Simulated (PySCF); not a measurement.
**A diatomic session: NbS**

One job finds the state of NbS, follows it along the bond with each method and fits the curves.

The runs use PySCF 2.14.0; Nb def2-TZVPP with ECP28, S def2-TZVPP, scalar-relativistic core potentials.

### 1 The job

A driver script around PySCF takes these settings:

| Item | Value |
| --- | --- |
| atoms | Nb, S |
| charge | 0 |
| basis | Nb def2-TZVPP with ECP28, S def2-TZVPP |
| Hamiltonian | scalar-relativistic core potentials |
| basis functions | 98 |
| electrons treated | 29 |
| masses in u | 92.9064, 31.9721 |
| levels | PBE0, PBE, r²SCAN, B3LYP, r²SCAN0, LDA, PBEsol, HSE06, HF, MP2, SCS-MP2, CCSD, CCSD(T) |
| grid | 80 radial by 434 angular points |
| occupations | held fixed by the projection of orbital angular momentum |
| dissociation limit | Nb + S, each in its ground configuration |
| starting distance in angstrom | 2.345 |
| values of 2S to try | 1, 3, 5, 7, 9 |

Started as:

```
> OMP_NUM_THREADS=2 python dia.py task.json out
```

After this run come: The PBE0 curve of the state that the search chose; Excited determinants; PBE; r²SCAN (meta-GGA); B3LYP; r²SCAN0 (hybrid meta-GGA); LDA (local density); PBEsol (GGA); HSE06; ROHF; MP2 and coupled cluster.

Q: Predict the outcome of this session. Wanted: for each run, Re; ωe; De; μ.

The runs gave:

Lowest PBE0 solution found, without spin–orbit coupling: ⁴Σ⁻ (quartet), unpaired electrons σ ↑, δ ↑↑. State 2 has its PBE0 minimum 0.80 eV higher, as a spin-mixed determinant (⟨S²⟩ = 1.76), so this is no gap between pure states. State 3 has its PBE0 minimum 0.81 eV higher. State 4 has its PBE0 minimum 0.84 eV higher. The other levels ran on the lowest alone.

```tsv
level	Re (Å)	ωe (cm⁻¹)	De (eV)	μ (D)
ROHF	2.142	562	2.35	-6.97
ROHF-MP2	2.103	602	5.57	n/a
ROHF-SCS-MP2	2.114	589	5.56	n/a
ROHF-CCSD	2.128	566	4.86	n/a
ROHF-CCSD(T)	2.141	548	5.41	n/a
LDA	2.111	562	6.78	-3.66
PBE	2.135	540	5.89	-3.96
PBEsol	2.122	552	6.26	-3.85
r²SCAN	2.134	544	5.48	-4.62
B3LYP	2.136	547	5.42	-4.48
PBE0	2.121	559	5.33	-4.66
r²SCAN0	2.123	558	5.03	-5.06
HSE06	2.124	557	5.32	-4.59
```

De is counted to Nb + S in their ground configurations. A positive dipole means Nb(−)S(+).

In words: Bond lengths run from 2.103 Å (ROHF-MP2) to 2.142 Å (ROHF). Among the levels with a De in the table, it runs from 2.35 eV (ROHF) to 6.78 eV (LDA).

Correlated steps freeze 5 core orbitals. The state is the lowest single determinant that the PBE0 search found; with open d or f shells the true ground state can be another one. T1 is 0.042 near the minimum (highest on the curve 0.079), which may point to more than one leading configuration. Spin–orbit coupling is left out.
